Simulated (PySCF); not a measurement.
# C3H5B: the cost of one run

Programs: PySCF 2.14.0, with density-fitted response routines of our own. Each step states its level of theory. These are calculated values for one molecule, in the gas phase or a continuum, unless marked as measured. Atoms are numbered from 0 throughout.

## 1. Starting geometry

9 atoms, charge 0, multiplicity 1; geometry from: GFN2-xTB. The atoms were then displaced at random by about 0.01 Å, so the start is not that level's minimum.

Bonds of the start (Å): B0–C1 1.55, C1–C2 1.56, C2–C3 1.30, C3–C1 1.52, B0–H4 1.19, B0–H5 1.13, C1–H6 1.09, C2–H7 1.03, C3–H8 1.07.

## 2. Relaxing the molecule at PBE0-D3(BJ)/def2-SVP

What the job is given:

```
{"job": {"xc": "PBE0", "basis": "def2-SVP", "d3": "d3bj", "grid": 1, "shake": 0.01, "kind": "geom"}, "charge": 0, "multiplicity": 1}
B      1.425330    -0.346290    -0.151110
C     -0.005980    -0.267350     0.445380
C     -1.261920    -0.140030    -0.462690
C     -0.894950     0.937400     0.172590
H      1.615060     0.202710    -1.187940
H      2.258930    -0.887800     0.395320
H     -0.178600    -0.766110     1.399550
H     -1.829040    -0.703640    -1.118020
H     -1.071030     1.953970     0.473210
```

Started as:

```console
OMP_NUM_THREADS=1 python probes_run.py task.json out
```

One launch serves the whole session: the jobs run in the order shown.

**Question.** How long does this first job take on 1 thread of Intel Xeon Platinum 8488C, shared host, and how much memory does it need?

About 15 s, with a peak of 0.34 GiB.
